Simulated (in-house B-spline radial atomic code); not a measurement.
# Tb⁴⁰⁺: excited configurations

Aim: the energies of several excited configurations of Tb⁴⁰⁺ above a reference configuration, each from its own self-consistent run.

Method: Dirac-Hartree-Fock, average of configuration, Fermi nucleus, basis-set limit. Code: in-house B-spline radial atomic code version 1.

**1. The system**

* element: terbium (Z = 65)
* charge: +40
* electrons: 25
* configuration: [Ar] 3d7
* Hamiltonian: Dirac-Coulomb
* nucleus: Fermi, rms radius 5.060 fm

The outer shells:

[Ar] 3d7
```
[Ar] core
3d [↑↓][↑↓][↑ ][↑ ][↑ ]
```

The boxes draw the filling by Hund's rule, which heavy ions in jj coupling don't follow; these runs average over all states of the configuration.

Input settings:

```ini
Z = 65
electrons = 25.0
configuration = [Ar] 3d7
hamiltonian = dirac
method = hf
spin_polarised = False
nucleus = fermi
rms_radius = 5.06
mass_number = 159
atomic_mass = 158.925353707
speed_of_light = 137.035999084
```

From the earlier run of the reference: total energy -10574.530412 hartree. Levels, eight at most:

| orbital | occupation | energy (eV) | <r> (bohr) |
| --- | --- | --- | --- |
| 2s1/2 | 2 | -10744.5 | 0.09047 |
| 2p1/2 | 2 | -10299.4 | 0.07560 |
| 2p3/2 | 4 | -9544.47 | 0.08240 |
| 3s1/2 | 2 | -3770.22 | 0.2301 |
| 3p1/2 | 2 | -3581.10 | 0.2193 |
| 3p3/2 | 4 | -3408.84 | 0.2306 |
| 3d3/2 | 2.8 | -3119.83 | 0.2018 |
| 3d5/2 | 4.2 | -3081.62 | 0.2053 |

**2. Run with [Ar] 3d6 6p1**

Input settings:

```ini
Z = 65
electrons = 25.0
configuration = [Ar] 3d6 6p1
hamiltonian = dirac
method = hf
spin_polarised = False
nucleus = fermi
rms_radius = 5.06
mass_number = 159
atomic_mass = 158.925353707
speed_of_light = 137.035999084
```

**3. Configuration [Ne] 3s2 3p5 3d7 6g1**

Settings: those of step 2 with these lines changed.

```diff
@@ -2,3 +2,3 @@
 electrons = 25.0
-configuration = [Ar] 3d6 6p1
+configuration = [Ne] 3s2 3p5 3d7 6g1
 hamiltonian = dirac
```

**4. Run with [Ne] 3s2 3p5 3d7 6d1**

Settings: those of step 3 with these lines changed.

```diff
@@ -2,3 +2,3 @@
 electrons = 25.0
-configuration = [Ne] 3s2 3p5 3d7 6g1
+configuration = [Ne] 3s2 3p5 3d7 6d1
 hamiltonian = dirac
```

**5. [Ar] 3d6 5p1**

Settings: those of step 4 with these lines changed.

```diff
@@ -2,3 +2,3 @@
 electrons = 25.0
-configuration = [Ne] 3s2 3p5 3d7 6d1
+configuration = [Ar] 3d6 5p1
 hamiltonian = dirac
```

**6. [Ar] 3d6 5d1**

Settings: those of step 5 with these lines changed.

```diff
@@ -2,3 +2,3 @@
 electrons = 25.0
-configuration = [Ar] 3d6 5p1
+configuration = [Ar] 3d6 5d1
 hamiltonian = dirac
```

**Question.** How far above the reference does each configuration lie (order and size, in eV)?

The runs gave:

| net move | configuration | energy above the reference (eV) | with Breit, QED, recoil (eV) | largest <r> (bohr) |
| --- | --- | --- | --- | --- |
| 3d → 5p | [Ar] 3d6 5p1 | 2023.02 | 2021.82 | 0.768 |
| 3d → 5d | [Ar] 3d6 5d1 | 2090.45 | 2088.86 | 0.765 |
| 3d → 6p | [Ar] 3d6 6p1 | 2371.07 | 2369.57 | 1.14 |
| 3p → 6d | [Ne] 3s2 3p5 3d7 6d1 | 2778.95 | 2774.79 | 1.15 |
| 3p → 6g | [Ne] 3s2 3p5 3d7 6g1 | 2824.96 | 2820.65 | 1.06 |

Quantum defects of the promoted electron, δ = n − ζ/√(−2ε) with ζ = 41 and ε its orbital energy in hartree:

| promotion | δ |
| --- | --- |
| 3d → 5p | 0.378 |
| 3d → 5d | 0.226 |
| 3d → 6p | 0.374 |
| 3p → 6d | 0.222 |
| 3p → 6g | 0.017 |

**Reading.** At the bottom stands 3d → 5p (2023.02 eV), at the top 3p → 6g (2824.96 eV). Of those tabulated, the defect is largest for 5p (0.38) and least for 6g (0.02); at this charge much of the defect is relativistic. Two partly filled shells share a symmetry and can mix in the average, which may lower the energy, for: 3d → 5d; 3p → 6d. These are averages over configurations, without correlation, not spectroscopic levels.
